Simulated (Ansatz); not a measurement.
Gd2N2 in a box, plane waves

Ansatz 0.2.0, DFT PBE+U, spin-orbit coupling, plane waves, PAW, molecule in a box. The geometry was relaxed with Gaussian bases (BP86; Gd lcecp-1-SVP with ECP53, N def2-SVP).

```yaml
crystal:
  lattice:
    - [11.77, 0.0, 0.0]
    - [0.0, 9.0, 0.0]
    - [0.0, 0.0, 12.08]
  atoms:
    - { symbol: Gd, position: [0.50015038, 0.5, 0.62766391], spin: 7.0, spin_axis: [0.0, 0.0, 1.0] }
    - { symbol: Gd, position: [0.50015038, 0.5, 0.37251656], spin: 7.0, spin_axis: [0.0, 0.0, 1.0] }
    - { symbol: "N", position: [0.61797281, 0.5, 0.50009023] }
    - { symbol: "N", position: [0.38232795, 0.5, 0.50009023] }
basis:
  ecutwfc: 420
  ecutrho_ratio: 4
kpoints:
  mp_grid: { grid: [1, 1, 1] }
hamiltonian:
  xc: pbe
  hubbard: { sites: [{ species: Gd, l: f, u_eff: 5.0 }] }
scf:
  occupations: { method: gaussian, width: 0.01 }
output:
  forces: true
  eigenvalues: true
  populations: true
  hubbard: { sites: [{ species: Gd, l: f }] }
magnetization:
  noncollinear: true
  spin_orbit: true
```

Command:
```sh
ansatz run input.yaml --threads 2 --pin off --max-ram 5120MiB --backend cpu --events-out ev --progress --plain --runs-dir out
```
It took 78 s on 2 threads of Intel(R) Xeon(R) 6975P-C (Granite Rapids) (shared host), peak memory 2.3 GiB.

**Question.** How does the SCF go?

**Answer.** 
```
SCF iter   1: F=—  HF=-19460.451588 eV  |F-HF|=—  |Δ(HF+E_count)|=         —  Δρ=1.22e-1
preconditioner: auto → Resta (q_TF=auto, 1.567 Å⁻¹)  ε∞=1.4  [insulator: Δε(μ)=5.175 eV  Ē_g=8.648 eV  σ=0.010 eV  W_gap=1.00  n_s
spin=Noncollinear: Resta preconditioning applied to the charge; magnetization (m_x, m_y, m_z) channels mix plain (no charge-respon
SCF iter   2: F=—  HF=-19437.946724 eV  |F-HF|=—  |Δ(HF+E_count)|=    2.25e1  Δρ=2.11e-2
SCF iter   3: F=—  HF=-19443.782935 eV  |F-HF|=—  |Δ(HF+E_count)|=    5.84e0  Δρ=1.06e-2
...
eigensolver tolerance schedule: the retry pair's looser diagonalisation over-reported the residual by 7914.29 of it (diagonalisati
preconditioner: auto → Resta (q_TF=auto, 1.567 Å⁻¹)  ε∞=1.6  [insulator: Δε(μ)=0.823 eV  Ē_g=7.450 eV  σ=0.010 eV  W_gap=1.00  n_s
spin=Noncollinear: Resta preconditioning applied to the charge; magnetization (m_x, m_y, m_z) channels mix plain (no charge-respon
SCF iter   2: F=—  HF=-19450.122757 eV  |F-HF|=—  |Δ(HF+E_count)|=   1.43e-4  Δρ=1.99e-6
SCF iter   3: F=-19450.122757 eV  HF=-19450.122757 eV  |F-HF|=1.37e-8  |Δ(HF+E_count)|=   1.64e-9  Δρ=1.27e-6
```

**Question.** Which levels lie next to the highest filled one (eV, counted from it)?

**Answer.** Filled: -1.16, -1.01, -0.90, -0.87, -0.67, -0.66, -0.55, -0.52, -0.21, 0.00. Empty: 0.82, 1.10, 1.48, 1.79, 2.19, 2.47, 2.59, 2.76.

**Question.** How is the f shell of Gd1 filled?

**Answer.** Natural occupations, full = 1; spinor: 0.00, 0.01, 0.01, 0.01, 0.01, 0.02, 0.03, 1.00, 1.00, 1.00, 1.00, 1.00, 1.00, 1.00; in all 7.06 e. Spin moment (0.00, 0.00, 6.87) μB, orbital moment (0.00, 0.00, 0.03) μB.

**Question.** How is the f shell of Gd2 filled?

**Answer.** Natural occupations, full = 1; spinor: 0.00, 0.01, 0.01, 0.01, 0.01, 0.02, 0.03, 1.00, 1.00, 1.00, 1.00, 1.00, 1.00, 1.00; in all 7.06 e. Spin moment (0.00, 0.00, 6.87) μB, orbital moment (0.00, 0.00, 0.03) μB.

**Question.** What forces are left at this geometry, relaxed with Gaussian bases (eV/Å)?

**Answer.** 
```
Gd   0.00  0.00 -0.94
Gd   0.00  0.00  0.94
N   -0.64  0.00  0.00
N    0.64  0.00  0.00
```

The open shells may stand above their lowest state.

The highest of the empty levels listed lie near the vacuum level and may be states of the box.

The forces come from the other functional as well as from the basis.

An lcecp potential fixes the number of 4f electrons, so in runs with it no electron can move into or out of that shell.
